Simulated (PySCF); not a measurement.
# CH5B2FOS: the cost of one run

Programs: PySCF 2.14.0, with density-fitted response routines of our own. Each step states its level of theory. These are calculated values for one molecule in the gas phase, unless marked as measured. Atoms count from 0, in the outputs and in this text.

## (1) The molecule as given

11 atoms, charge 0, multiplicity 1; geometry from: GFN2-xTB. The atoms were then displaced at random by about 0.01 Å, so the start is not that level's minimum.

Bonds of the start (Å): B0–O1 1.33, O1–B2 1.31, B2–S3 1.79, S3–C4 1.86, C4–F5 1.37, B0–H6 1.18, B0–H7 1.16, B2–H8 1.18, C4–H9 1.08, C4–H10 1.08.

## (2) Geometry optimisation at PBE0-D3(BJ)/def2-SVP

The job: settings as JSON, then the geometry in Å.

```
{"job": {"xc": "PBE0", "basis": "def2-SVP", "d3": "d3bj", "grid": 1, "shake": 0.01, "kind": "geom"}, "charge": 0, "multiplicity": 1}
B      2.881820     0.019280     0.585920
O      1.574040     0.225200     0.443120
B      0.281040     0.360250     0.289650
S     -0.687350    -1.086960    -0.142740
C     -2.390750    -0.357740    -0.054400
F     -2.670490     0.104600     1.207310
H      3.569200     0.157290    -0.359980
H      3.309930    -0.208860     1.640970
H     -0.243370     1.401100     0.451040
H     -3.111510    -1.135550    -0.279050
H     -2.474460     0.495550    -0.717660
```

Started as:

```sh
> OMP_NUM_THREADS=1 python probes_run.py task.json out
```

The driver reads the jobs from task.json and runs them one after another.

**Question.** How long does this first job take on 1 thread of Arm Neoverse V1, shared host, and how much memory does it need?

About 44 s, with a peak of 0.44 GiB.
